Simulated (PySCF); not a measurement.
# C5H8O3: magnetic properties

Aim: compute the magnetic properties of C5H8O3 (`O=C(O)CC[C@H]1CO1`).

Programs: PySCF 2.14.0, with routines of our own; each step states its level. All values are computed. Atoms count from 0.

### 1 The starting structure

16 atoms, charge 0, multiplicity 1; geometry from: GFN2-xTB.

### 2 Magnetic properties: GIAO B3LYP/pcSseg-1

The job: settings as JSON, then the geometry in Å.

```
{"job": {"kind": "mag", "xc": "B3LYP", "basis": "pcSseg-1", "isotopologues": 2}, "charge": 0, "multiplicity": 1}
O      1.822544     1.399524     0.402441
C      1.961997     0.312139    -0.088771
O      3.135144    -0.333861    -0.082670
C      0.894547    -0.490110    -0.787810
C     -0.471517     0.192847    -0.734563
C     -1.050519     0.124952     0.660159
C     -2.488903    -0.024271     0.884823
O     -1.605862    -1.093258     1.068434
H      3.811257     0.193959     0.371076
H      0.842085    -1.472802    -0.314778
H      1.216783    -0.638382    -1.820569
H     -0.368715     1.241139    -1.019383
H     -1.148760    -0.304142    -1.430218
H     -0.464039     0.635758     1.419462
H     -2.938812     0.374443     1.786740
H     -3.154829    -0.108989     0.033265
```

Level: GIAO B3LYP/pcSseg-1 magnetisability, rotational g tensor and spin-rotation constants, non-relativistic, gas phase.

Run with:

```bash
$ OMP_NUM_THREADS=1 python excited_run.py task.json out
```

This one command runs all jobs of the session in turn.

The log of the run:

```text
coarse grid: 13648 points
cycle   1  E = -420.6384698683  dE =  1.424e+00  |g| = 1.124e+00  |ddm| = 3.567e+00
cycle   2  E = -420.1364034762  dE =  5.021e-01  |g| = 1.997e+00  |ddm| = 2.188e+00
cycle   3  E = -420.8457845760  dE = -7.094e-01  |g| = 3.368e-01  |ddm| = 1.597e+00
cycle   4  E = -420.8652833836  dE = -1.950e-02  |g| = 1.124e-01  |ddm| = 2.741e-01
cycle   5  E = -420.8671472163  dE = -1.864e-03  |g| = 3.579e-02  |ddm| = 7.728e-02
cycle   6  E = -420.8674024774  dE = -2.553e-04  |g| = 9.651e-03  |ddm| = 3.092e-02
cycle   7  E = -420.8674173745  dE = -1.490e-05  |g| = 3.263e-03  |ddm| = 7.303e-03
cycle   8  E = -420.8674193437  dE = -1.969e-06  |g| = 5.884e-04  |ddm| = 2.304e-03
final grid: 132640 points
cycle   9  E = -420.9614334937  dE = -5.021e-05  |g| = 7.455e-03  |ddm| = 2.745e-02
cycle  10  E = -420.9614166675  dE =  1.683e-05  |g| = 1.197e-02  |ddm| = 1.347e-02
cycle  11  E = -420.9614447518  dE = -2.808e-05  |g| = 2.093e-03  |ddm| = 8.653e-03
cycle  12  E = -420.9614455564  dE = -8.045e-07  |g| = 3.765e-04  |ddm| = 1.517e-03
cycle  13  E = -420.9614455736  dE = -1.719e-08  |g| = 2.294e-04  |ddm| = 3.911e-04
cycle  14  E = -420.9614455829  dE = -9.312e-09  |g| = 3.232e-05  |ddm| = 1.596e-04
cycle  15  E = -420.9614455830  dE = -1.476e-10  |g| = 1.609e-05  |ddm| = 3.135e-05
converged SCF energy = -420.9614455830

Magnetisability tensor (1e-30 J/T^2)
    -1101.70        2.97       13.19
        2.97    -1115.10       33.95
       13.19       33.95    -1329.93
isotropic -1182.24   principal values   -1335.84  -1112.07  -1098.82
isotropic susceptibility -71.196 1e-6 cm^3/mol

Inertial axes            a          b          c
rot. const./GHz      5.0865     1.0427     1.0090
chi total           -67.169    -67.773    -78.647
chi diamagnetic    -335.721  -1207.407  -1243.319
chi paramagnetic    268.552   1139.634   1164.672
quadrupole/D A        7.922     -8.035      0.113
g nuclear            0.5944     0.5535     0.5503
g electronic        -0.6417    -0.5583    -0.5521
g total             -0.0473    -0.0048    -0.0018

Spin-rotation constants (kHz, H = +C I.J)
atom  isotope        aa         bb         cc
  8     1H       -0.133     -0.033     -0.108
  9     1H       -0.521     -0.040     -0.038
 10     1H       -0.448     -0.070     -0.029
 11     1H       -0.479     -0.028     -0.059
 12     1H       -0.349     -0.065     -0.079
 13     1H       -0.266     -0.051     -0.067
 14     1H       -0.260     -0.049     -0.081
 15     1H       -0.280     -0.106     -0.029
  0    17O*      -2.286     -0.619     -0.186
  1    13C*       2.576      0.363      0.327
  2    17O*      -0.841     -0.326     -0.197
  3    13C*       0.784      0.190      0.177
  4    13C*       0.893      0.179      0.172
  5    13C*       1.488      0.168      0.138
  6    13C*       1.385      0.168      0.139
  7    17O*      -0.082     -0.129     -0.055
* in the singly substituted isotopologue

Isotopologues: g along a, b, c
2H    at 8,9,10,11,12,1    -0.0406    -0.0041    -0.0018
18O   at 0                 -0.0457    -0.0048    -0.0018
```

It took 37 s on 1 thread of Intel Xeon 6975P-C, shared host; peak memory 0.78 GiB.

From this job:

| quantity | value |
| --- | --- |
| magnetisability | -1182·10⁻³⁰ J/T² |
| molar susceptibility | -71.2·10⁻⁶ cm³/mol |
| rotational g (a, b, c) | -0.0473, -0.0048, -0.0018 |

Orbitals, density, ELF and potential are computed afterwards from the orbital file.

Frontier orbitals at B3LYP/pcSseg-1, with the share of their density that lies nearest to each atom:

| orbital | energy (eV) | lies on |
| --- | --- | --- |
| HOMO | -7.45 | O7 66 %; H13 6 % |
| LUMO | -0.07 | C1 46 %; O0 26 %; O2 9 % |

ELF in a plane through or near 9 of the atoms.

Ten even steps from ' ' (0.00) to '@' (1.00):
```
                                                        
                                                        
                                                        
                  ::==::      ..::                      
                ::@@@@%%..  ==@@@@**                    
                ++@@@@@@++  %%@@@@@@    ....            
                ..@@@@@@**--%%@@@@**  --@@@@++          
          ..::    ++%%++++%%**%%##..  %%@@@@@@::        
        ..++##==..==##..--@@==**==  ..@@@@@@@@--        
        ..++%%##++**@@%%++####@@**====%%@@@@##..        
        ..++####%%::==##::..**++--**##**++++..          
        ++%%%%##**::====    ++++==++##::##%%++..        
      ::%%@@@@++::++**==    @@@@%%====%%@@@@@@++        
      ..%%@@%%::  ::==--  ..@@@@@@--  %%@@@@@@**        
        ::**--    ::::::    @@@@@@::  **@@@@@@--        
                            ++##==      ----..          
                                                        
                                                        
                                                        
                                                        
```
The map spans 12.6 Å across and 8.6 Å up, centred on the molecule. Atoms in the plane (x, y in Å): C1 (-2.0, -0.3), C3 (-1.0, 0.8), C5 (1.1, -0.5), C6 (2.6, -0.4), H8 (-3.7, -1.0), H10 (-1.5, 1.7), H13 (0.7, -1.4), H14 (3.2, -1.3), H15 (3.1, 0.6).

On the surface of density 0.002 e/bohr³ the electrostatic potential runs, from the 1st to the 99th percentile, from -1.47 V near O7 to 2.36 V near H8.

### 3 Magnetic properties: common gauge origin HCTH407/6-31G*

The job, as its differences from that of step 2:

```diff
@@ -1,2 +1,2 @@
-{"job": {"kind": "mag", "xc": "B3LYP", "basis": "pcSseg-1", "isotopologues": 2}, "charge": 0, "multiplicity": 1}
+{"job": {"kind": "mag", "xc": "HCTH407", "basis": "6-31G*", "gauge": [0, 0, 0]}, "charge": 0, "multiplicity": 1}
 O      1.822544     1.399524     0.402441
```

Method: common gauge origin HCTH407/6-31G* magnetisability, rotational g tensor and spin-rotation constants, non-relativistic, gas phase.

The log of the run:

```text
coarse grid: 13648 points
cycle   1  E = -420.7172314783  dE =  1.264e+00  |g| = 1.179e+00  |ddm| = 3.871e+00
cycle   2  E = -419.7687448706  dE =  9.485e-01  |g| = 2.423e+00  |ddm| = 3.406e+00
cycle   3  E = -420.9270393725  dE = -1.158e+00  |g| = 5.691e-01  |ddm| = 2.697e+00
cycle   4  E = -420.9920525625  dE = -6.501e-02  |g| = 1.538e-01  |ddm| = 5.492e-01
cycle   5  E = -420.9953307991  dE = -3.278e-03  |g| = 7.758e-02  |ddm| = 1.693e-01
cycle   6  E = -420.9966117697  dE = -1.281e-03  |g| = 1.986e-02  |ddm| = 8.045e-02
cycle   7  E = -420.9966820077  dE = -7.024e-05  |g| = 7.138e-03  |ddm| = 1.920e-02
cycle   8  E = -420.9966927658  dE = -1.076e-05  |g| = 1.398e-03  |ddm| = 6.765e-03
cycle   9  E = -420.9966931541  dE = -3.883e-07  |g| = 4.852e-04  |ddm| = 1.774e-03
final grid: 132640 points
cycle  10  E = -420.9193118285  dE = -8.752e-05  |g| = 1.138e-02  |ddm| = 4.690e-02
cycle  11  E = -420.9192262107  dE =  8.562e-05  |g| = 2.372e-02  |ddm| = 2.629e-02
cycle  12  E = -420.9193359920  dE = -1.098e-04  |g| = 2.793e-03  |ddm| = 1.877e-02
cycle  13  E = -420.9193375215  dE = -1.530e-06  |g| = 8.039e-04  |ddm| = 2.669e-03
cycle  14  E = -420.9193376365  dE = -1.150e-07  |g| = 2.825e-04  |ddm| = 9.052e-04
cycle  15  E = -420.9193376531  dE = -1.663e-08  |g| = 6.817e-05  |ddm| = 3.003e-04
cycle  16  E = -420.9193376539  dE = -8.048e-10  |g| = 2.367e-05  |ddm| = 6.175e-05
converged SCF energy = -420.9193376539

Magnetisability tensor (1e-30 J/T^2)
    -2717.75      575.60     -979.96
      575.60    -7426.44     -374.24
     -979.96     -374.24    -7919.68
isotropic -6021.29   principal values   -8198.37  -7407.18  -2458.33
isotropic susceptibility -362.611 1e-6 cm^3/mol

Inertial axes            a          b          c
rot. const./GHz      5.0865     1.0427     1.0090
chi total          -148.046   -468.694   -471.093
chi diamagnetic    -332.504  -1204.687  -1240.142
chi paramagnetic    184.459    735.993    769.049
quadrupole/D A        7.619     -7.495     -0.124
g nuclear            0.5944     0.5535     0.5503
g electronic        -0.4408    -0.3605    -0.3645
g total              0.1536     0.1929     0.1858

Spin-rotation constants (kHz, H = +C I.J)
atom  isotope        aa         bb         cc
  8     1H       -0.525      0.713      0.392
  9     1H       -0.505     -0.469     -0.240
 10     1H        0.253     -0.123     -0.066
 11     1H       -0.167     -0.186     -0.351
 12     1H        0.159     -0.089     -0.188
 13     1H       -0.255     -0.519     -0.470
 14     1H       -0.030      0.305      0.375
 15     1H       -0.591      0.253      0.273
  0    17O*      -2.051     -0.496     -0.160
  1    13C*       1.792      0.177      0.121
  2    17O*      -0.781     -0.385     -0.200
  3    13C*       0.401      0.028      0.034
  4    13C*       0.490      0.030      0.030
  5    13C*       1.053     -0.018     -0.020
  6    13C*       1.063      0.154      0.141
  7    17O*      -0.056     -0.134     -0.071
* in the singly substituted isotopologue
```

Wall time 19 s (1 thread of Intel Xeon 6975P-C, shared host); peak memory 0.46 GiB.

The run ended normally, but its values are not to be used for the molecule: a common gauge origin replaces GIAOs, so the magnetic properties depend on where the origin lies.

### 4 Summary of results

| quantity | value |
| --- | --- |
| magnetisability (step 2, GIAO B3LYP/pcSseg-1) | -1182·10⁻³⁰ J/T² |
| molar susceptibility (step 2, GIAO B3LYP/pcSseg-1) | -71.2·10⁻⁶ cm³/mol |
| rotational g (a, b, c) (step 2, GIAO B3LYP/pcSseg-1) | -0.0473, -0.0048, -0.0018 |
| surface potential, 1st and 99th percentile | -1.47 V and 2.36 V |
| runs | 0 failed, 1 ended on unsound input |

What this shows: The values above hold for this geometry and these levels alone. Vibrational averaging and real surroundings are missing from these values.
